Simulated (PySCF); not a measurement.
# CH8B2N2: the cost of one run

Computed with PySCF 2.14.0, with density-fitted response routines of our own, on a single molecule in the gas phase. Atoms count from 0, in the outputs and in this text.

## (1) The starting structure

13 atoms, charge 0, multiplicity 1; geometry from: GFN2-xTB. The atoms were then displaced at random by about 0.01 Å, so the start is not that level's minimum.

Bonds of the start (Å): B0–N1 1.36, N1–C2 1.46, N1–B3 1.48, B3–N4 1.38, B0–H5 1.19, B0–H6 1.19, C2–H7 1.11, C2–H8 1.07, C2–H9 1.08, B3–H10 1.15, N4–H11 1.00, N4–H12 0.98.

## (2) Optimising the geometry at PBE0-D3(BJ)/def2-SVP

Job settings and geometry (Å):

```
{"job": {"xc": "PBE0", "basis": "def2-SVP", "d3": "d3bj", "grid": 1, "shake": 0.01, "kind": "geom"}, "charge": 0, "multiplicity": 1}
B     -1.180580     1.447260     0.259370
N     -0.376000     0.361150     0.072730
C     -0.938510    -0.981900     0.171910
B      1.073030     0.493260    -0.215560
N      1.845970    -0.633750    -0.396920
H     -2.344100     1.318120     0.490660
H     -0.744660     2.547880     0.168700
H     -0.406630    -1.530030     0.975750
H     -0.785960    -1.521760    -0.737260
H     -1.985710    -0.939240     0.412170
H      1.512820     1.548980    -0.289940
H      1.532770    -1.577320    -0.330920
H      2.803380    -0.549540    -0.591020
```

Started as:

```
> OMP_NUM_THREADS=1 python probes_run.py task.json out
```

One launch serves the whole session: the jobs run in the order shown.

**Question.** How long does this first job take on 1 thread of Arm Neoverse N1, shared host, and how much memory does it need?

About 32 s, with a peak of 0.46 GiB.
